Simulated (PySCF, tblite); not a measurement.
# C₇H₁₅Al: geometry, infrared bands and NMR shifts

Wanted: the infrared bands and NMR shifts of C₇H₁₅Al (`CCC[C@H]1C[CH2][AlH][CH2]1`), by calculation.

The runs use tblite 0.8.0 and PySCF 2.14.0, with density-fitted response routines of our own; the level of theory stands in each step. All values are computed, except where a source is named. Atoms are numbered from 0 throughout.

### 1 The molecule as given

23 atoms, charge 0, multiplicity 1; geometry from: force field or distance geometry start.

Bonds of the start (Å): C0–C1 1.51, C1–C2 1.55, C2–C3 1.54, C3–C4 1.54, C4–C5 1.53, C5–Al6 1.96, Al6–C7 1.96, C7–C3 1.55, C0–H8 1.11, C0–H9 1.11, C0–H10 1.11, C1–H11 1.10, C1–H12 1.12, C2–H13 1.11, C2–H14 1.13, C3–H15 1.09, C4–H16 1.12, C4–H17 1.11, C5–H18 1.11, C5–H19 1.12, Al6–H20 1.59, C7–H21 1.11, C7–H22 1.10.

### 2 Geometry optimisation with GFN2-xTB

The job: settings as JSON, then the geometry in Å.

```
{"job": {"kind": "relax", "xc": "GFN2-xTB", "basis": "xTB"}, "charge": 0, "multiplicity": 1}
C     -3.398100     0.047500     0.105600
C     -2.022400    -0.348800    -0.388500
C     -0.915900     0.458600     0.331800
C      0.484500     0.144300    -0.213400
C      1.526800     1.110100     0.388900
C      2.937800     0.675100    -0.004400
Al     2.865700    -1.282500    -0.001700
C      0.910300    -1.305400     0.113300
H     -4.169500    -0.561900    -0.414400
H     -3.600100     1.121800    -0.107900
H     -3.501700    -0.124800     1.198200
H     -1.962500    -0.191500    -1.474900
H     -1.879500    -1.435000    -0.166400
H     -0.963400     0.271300     1.421200
H     -1.131400     1.552400     0.165200
H      0.481400     0.274100    -1.298800
H      1.344400     2.146800     0.013900
H      1.440900     1.119200     1.491500
H      3.205600     1.035400    -1.014100
H      3.685300     1.054100     0.744300
H      3.560600    -2.115000    -1.160200
H      0.605400    -1.612200     1.136400
H      0.491200    -2.006500    -0.627700
```

On the command line:

```bash
$ OMP_NUM_THREADS=1 python probes_run.py task.json out
```

This one command runs all jobs of the session in turn.

**Question.** This job is followed by: GFN2-xTB harmonic vibrations, gas phase; GIAO PBE0/pcSseg-1 NMR shielding, non-relativistic, gas phase. What will the session give for the following? strongest single infrared mode (GFN2-xTB); zero-point energy (GFN2-xTB); ¹³C shifts against TMS (PBE0/pcSseg-1); ¹H shifts against TMS (PBE0/pcSseg-1, means over atoms taken as alike); ²⁷Al shifts against AlH4- (PBE0/pcSseg-1); surface potential, 1st and 99th percentile.

The runs gave:

```
                                                              quantity                                                                              value
                             strongest single infrared mode (GFN2-xTB)                                                              1816 cm⁻¹, 612 km/mol
                                          zero-point energy (GFN2-xTB)                                                                     123.8 kcal/mol
                                ¹³C shifts against TMS (PBE0/pcSseg-1)                                       48.3, 48.2, 42.3, 26.7, 21.6, 17.5, 16.2 ppm
¹H shifts against TMS (PBE0/pcSseg-1, means over atoms taken as alike)  6.03, 2.33, 1.74, 1.63, 1.16, 1.12, 1.07, 1.04, 0.93, 0.88, 0.82, 0.56, -0.24 ppm
                             ²⁷Al shifts against AlH4- (PBE0/pcSseg-1)                                                                          247.5 ppm
                                 surface potential, 1st and 99th percentile                                                                 -0.51 V and 2.62 V
```

The optimisation took 83 steps and gained 0.720 eV; among the close pairs (by a distance rule), Al6–H20 changed most, from 1.587 to 1.542 Å. All 63 modes are real, so the xTB geometry is a minimum. The strongest single mode, at 1816 cm⁻¹, moves mainly H20. GFN2-xTB is a fitted tight-binding method: band positions and strengths are rough. Its intensities can rank the bands wrongly. At PBE0/pcSseg-1: The widest tensor belongs to Al6: span 113 ppm, with a paramagnetic part of -553 ppm. At PBE0/pcSseg-1, counted by nearest atom on the grid, the HOMO lies on C5, C7 about 24 % each; Al6 17 %, the LUMO on Al6 51 %; H20 20 %.
